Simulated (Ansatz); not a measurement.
# ClSe: vertical and adiabatic energies of changing the electron count

Computed with Ansatz 0.2.0, Python API.

Input file `clse.xyz`:
```text
2

Se    0.00000    0.00000    0.00000
Cl    0.00000    0.00000    2.08500
```

At the Python prompt:
```pycon
>>> import itertools
>>> import warnings
>>> import ansatz as az
>>> from ase.data import atomic_numbers, covalent_radii
>>> import numpy as np
>>> warnings.simplefilter("ignore", az.DeckWarning)
>>> mol = az.Crystal.molecule_from_extxyz("clse.xyz")
>>> setup = mol.calculation().basis(gaussian="def2-SVP").functional("r2scan").spin("collinear", total=1)
>>> symbols = [site.symbol for site in mol.cartesian_sites]
>>> start = np.array([site.position_ang for site in mol.cartesian_sites], dtype=float)
>>> rep = setup.relax(force_tolerance=0.01).run(threads=1, backend="cpu").report

>>> end = np.array(rep["positions_ang"])
>>> minimum = az.Crystal.molecule()
>>> for symbol, place in zip(symbols, end):
...     minimum = minimum.atom(symbol, place.tolist())
...
>>> ion = minimum.calculation()
>>> ion = ion.basis(gaussian="def2-SVP")
>>> ion = ion.functional("r2scan")
>>> ion = ion.charge(1)
>>> vertical = ion.run(threads=1, backend="cpu").report
>>> settled = ion.relax(force_tolerance=0.01, max_steps=80).run(threads=1, backend="cpu").report
>>> print(f"vertical ionisation energy   {vertical['free_energy_ev'] - rep['free_energy_ev']:.3f} eV")
vertical ionisation energy   10.748 eV
>>> print(f"adiabatic, no zero point     {settled['free_energy_ev'] - rep['free_energy_ev']:.3f} eV")
adiabatic, no zero point     10.654 eV
>>> print(f"relaxation energy of the ion {vertical['free_energy_ev'] - settled['free_energy_ev']:.3f} eV")
relaxation energy of the ion 0.094 eV
>>> ionised = np.array(settled["positions_ang"])
>>> # pairs closer than 1.2 times the sum of covalent radii, before or after
>>> radius = [covalent_radii[atomic_numbers[s]] for s in symbols]
>>> span = lambda where, i, j: np.linalg.norm(where[i] - where[j])
>>> bonded = [(i, j) for i, j in itertools.combinations(range(len(symbols)), 2) if min(span(end, i, j), span(ionised, i, j)) < 1.2 * (radius[i] + radius[j])]
>>> print("pair        before    after (A)")
pair        before    after (A)
>>> for i, j in bonded:
...     print(f"{symbols[i]}{i}-{symbols[j]}{j}".ljust(10), f"{span(end, i, j):8.4f} {span(ionised, i, j):8.4f}")
...
Se0-Cl1      2.1547   2.0572
```

These settings explore the input space; basis and method may be short of convergence. The energies are electronic: no zero-point or thermal terms, and the basis set is short of its limit. The product may relax into another structure. The relaxation finds the nearest minimum, so the adiabatic value is an upper bound. The species is open-shell (spin multiplicity 2). Only the spin states typed were run; another state of an ion can lie lower, by up to an eV or two. The spin state was assumed, and another may lie lower. It ran for 30 s on 1 thread of Arm Neoverse V1, with other jobs on the host, peak memory 0.2 GiB.

(Lines on the test bed's own set-up are left out of the output.)
